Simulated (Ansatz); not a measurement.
**Na2Zn2S3: a single-point run**

The task is a single point on Na2Zn2S3 that gives the gradients at the nuclei.

Computed with Ansatz 0.2.0 (Kohn-Sham DFT, with the functional, basis and potentials that each input names (as first typed), unless a step's input says otherwise).

### Step 1. The system as given

The structure is monoclinic, space group P2_1/c (No. 14). Conventional cell: a = 7.019 Å, b = 7.070 Å, c = 7.042 Å, α = 90.00°, β = 118.07°, γ = 90.00°. Around Na (site symmetry 1) lie 3 S at 2.76 to 2.82 Å. Zn (site symmetry 1) is surrounded by 4 S at 2.34 to 2.40 Å. S (site symmetry 1) is surrounded by 3 Zn at 2.34 to 2.40 Å and 1 Na at 2.82 Å. Around S (site symmetry -1) lie 2 Zn at 2.36 Å and 4 Na at 2.76 to 2.80 Å.

Structure file:

```
CELL_PARAMETERS angstrom
7.01896 0.00000 0.00000
0.00000 7.06957 0.00000
-3.31386 0.00000 6.21363
ATOMIC_POSITIONS crystal
Na 0.85509 0.83700 0.59871
Na 0.14491 0.33699 0.90129
Na 0.14491 0.16301 0.40129
Na 0.85509 0.66300 0.09871
Zn 0.65878 0.11774 0.93105
Zn 0.34122 0.61774 0.56895
Zn 0.34122 0.88226 0.06896
Zn 0.65878 0.38226 0.43105
S 0.63533 0.40611 0.75871
S 0.36467 0.90611 0.74129
S 0.36467 0.59389 0.24129
S 0.63533 0.09389 0.25871
S 0.00000 0.00000 0.00000
S 0.00000 0.50000 0.50000
```

### Step 2. The calculation

The input, input.yaml:

```yaml
crystal:
  lattice:
    - [7.018963, 0.0, 0.0]
    - [0.0, 7.069572, 0.0]
    - [-3.313865, 0.0, 6.213627]
  atoms:
    - { symbol: Na, position: [0.855092, 0.836995, 0.598707] }
    - { symbol: Na, position: [0.144908, 0.336995, 0.901293] }
    - { symbol: Na, position: [0.144908, 0.163005, 0.401293] }
    - { symbol: Na, position: [0.855092, 0.663005, 0.098707] }
    - { symbol: Zn, position: [0.658783, 0.117737, 0.931045] }
    - { symbol: Zn, position: [0.341217, 0.617737, 0.568955] }
    - { symbol: Zn, position: [0.341217, 0.882263, 0.068955] }
    - { symbol: Zn, position: [0.658783, 0.382263, 0.431045] }
    - { symbol: S, position: [0.635333, 0.406113, 0.758707] }
    - { symbol: S, position: [0.364667, 0.906113, 0.741293] }
    - { symbol: S, position: [0.364667, 0.593887, 0.241293] }
    - { symbol: S, position: [0.635333, 0.093887, 0.258707] }
    - { symbol: S, position: [0.0, 0.0, 0.0] }
    - { symbol: S, position: [0.0, 0.5, 0.5] }
kpoints:
  mp_grid: { grid: [5, 4, 5] }
scf:
  occupations: { method: fermi_dirac, width: 0.02 }
  max_iter: 75
hamiltonian:
  xc: pbe
  pseudopotentials: { kind: paw }
  hubbard: { sites: [{ species: S, l: p, u_eff: 20.0 }] }
output:
  forces: true
  stress: true
  populations: true
  efg:
    quadrupole_moments_barn: { Na: 0.104, Zn: 0.122, S: -0.0694 }
    contact_densities: true
```

Run with:

```bash
> ansatz run input.yaml --threads 1 --pin off --max-ram 2560MiB --backend cpu --events-out ev --progress --plain --runs-dir out
```

Q: Will this input give a usable result? If not, why, and what should change?

The run converged and reported no error. Convergence says nothing about whether the input makes sense.

The suspect setting: hamiltonian.hubbard.sites is [{species: S, l: p, u_eff: 20.0}]. The U is far outside the few eV that correlated shells need; it reshapes the shell's occupations.

To check: delete hamiltonian.hubbard.sites.
